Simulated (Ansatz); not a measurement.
# CH7BNO: the cost of one run

All numbers below are computed with Ansatz 0.2.0 (UKS CAM-B3LYP/6-31G*).

**1. Starting point**

Bond lengths: B1–C3 1.600 Å, C3–H4 1.110 Å, C3–H5 1.110 Å, C3–H6 1.110 Å, B1–N7 1.550 Å, N7–H8 1.060 Å, N7–H9 1.060 Å, O10–H11 1.010 Å. Angles: B1–C3–H4 109.5°, B1–C3–H5 109.5°, B1–C3–H6 109.5°, H4–C3–H5 109.4°, H4–C3–H6 109.4°, H5–C3–H6 109.4°, C3–B1–N7 120.0°, B1–N7–H8 120.0°, B1–N7–H9 120.0°, H8–N7–H9 120.0°.

As a file:

```xyz
11

B     0.0000    0.0000    0.0000
H     0.0000    0.0000    1.4400
C     1.3856    0.0000   -0.8000
H     1.7152   -1.0462   -0.9702
H     1.2491    0.5080   -1.7774
H     2.1552    0.5381   -0.2082
N    -1.3423    0.0000   -0.7750
H    -2.0112   -0.8164   -0.6764
H    -1.5914    0.8164   -1.4036
O     0.0000    0.0000    2.7500
H    -0.5144   -0.8011    3.0871
```

**2. A restrained relaxation towards end A**

Springs on the bonds that form and break draw the guess towards this end; the thresholds are loose.

File input.yaml:

```yaml
crystal:
  periodic: [false, false, false]
  atoms:
    - { symbol: B, position_ang: [0.0, 0.0, 0.0] }
    - { symbol: H, position_ang: [0.0, 0.0, 1.44] }
    - { symbol: C, position_ang: [1.3856, 0.0, -0.8] }
    - { symbol: H, position_ang: [1.7152, -1.0462, -0.9702] }
    - { symbol: H, position_ang: [1.2491, 0.508, -1.7774] }
    - { symbol: H, position_ang: [2.1552, 0.5381, -0.2082] }
    - { symbol: "N", position_ang: [-1.3423, 0.0, -0.775] }
    - { symbol: H, position_ang: [-2.0112, -0.8164, -0.6764] }
    - { symbol: H, position_ang: [-1.5914, 0.8164, -1.4036] }
    - { symbol: O, position_ang: [0.0, 0.0, 2.75] }
    - { symbol: H, position_ang: [-0.5144, -0.8011, 3.0871] }
magnetization:
  spin_polarized: true
  initial_magnetization: 1
basis:
  gaussian: { orbitals: "6-31G*" }
hamiltonian:
  xc: cam_b3lyp
relax:
  f_tol: 0.15
  max_steps: 25
  restrain:
    - { distance: [1, 9], at: 2.21, k: 30.0 }
    - { distance: [0, 1], at: 1.19, k: 30.0 }
output:
  orbitals: {}
```

On the command line:

```bash
$ ansatz run input.yaml --threads 4 --pin off --max-ram 5120MiB --backend cpu --events-out ev --progress --plain --runs-dir out
```

What time and memory should one allow on 4 threads of Intel Xeon 6975P-C (Granite Rapids), shared host?

About 32 s, with a peak of 0.23 GiB.
